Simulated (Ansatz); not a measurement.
# Nb3BN4: the cost of one run

Method: DFT PBE, scalar-relativistic, plane waves, PAW, in Ansatz 0.2.0.

## Step 1: The system as given

The structure is cubic, space group P-43m (No. 215). Conventional cell: a = 4.489 Å, b = 4.489 Å, c = 4.489 Å, α = 90.00°, β = 90.00°, γ = 90.00°. Nb (site symmetry -42m) has 4 N at 1.94 Å as nearest neighbours. Around B (site symmetry -43m) lie 4 N at 1.96 Å. Around N (site symmetry 3m) lie 3 Nb at 1.94 Å and 1 B at 1.96 Å.

Coordinates:

```
Nb B N
1.0
     4.48891    0.00000    0.00000
     0.00000    4.48891    0.00000
     0.00000    0.00000    4.48891
Nb B N
3 1 4
Direct
  0.00000 0.50000 0.50000
  0.50000 0.50000 0.00000
  0.50000 0.00000 0.50000
  0.00000 0.00000 0.00000
  0.25268 0.74732 0.74732
  0.74732 0.74732 0.25268
  0.74732 0.25268 0.74732
  0.25268 0.25268 0.25268
```

The cell is invented: species swapped into a database cell of Cu3AsS4 (P-43m, No. 215), with Nb on the Cu sites, B on the As sites and N on the S sites. Its size is a rough estimate.

## Step 2: Probe: one point on a coarse mesh

Input file input.yaml:

```yaml
crystal:
  lattice:
    - [4.48890536, 0.0, 0.0]
    - [0.0, 4.48890536, 0.0]
    - [0.0, 0.0, 4.48890536]
  atoms:
    - { symbol: Nb, position: [0.0, 0.5, 0.5] }
    - { symbol: Nb, position: [0.5, 0.5, 0.0] }
    - { symbol: Nb, position: [0.5, 0.0, 0.5] }
    - { symbol: B, position: [0.0, 0.0, 0.0] }
    - { symbol: "N", position: [0.25267768, 0.74732232, 0.74732232] }
    - { symbol: "N", position: [0.74732232, 0.74732232, 0.25267768] }
    - { symbol: "N", position: [0.74732232, 0.25267768, 0.74732232] }
    - { symbol: "N", position: [0.25267768, 0.25267768, 0.25267768] }
basis:
  ecutwfc: 420
kpoints:
  mp_grid: { grid: [4, 4, 4] }
hamiltonian:
  xc: pbe
scf:
  occupations: { method: gaussian, width: 0.1 }
  lower_state_search: "off"
output:
  forces: true
  stress: true
  eigenvalues: true
```

Command:

```
$ ansatz run input.yaml --threads 1 --pin off --max-ram 2048MiB --backend cpu --events-out ev --progress --plain --runs-dir out
```

**Question.** How long does this run take on 1 thread of Arm Neoverse V1, shared host, and how much memory does it need?

About 3 s, with a peak of 0.3 GiB.
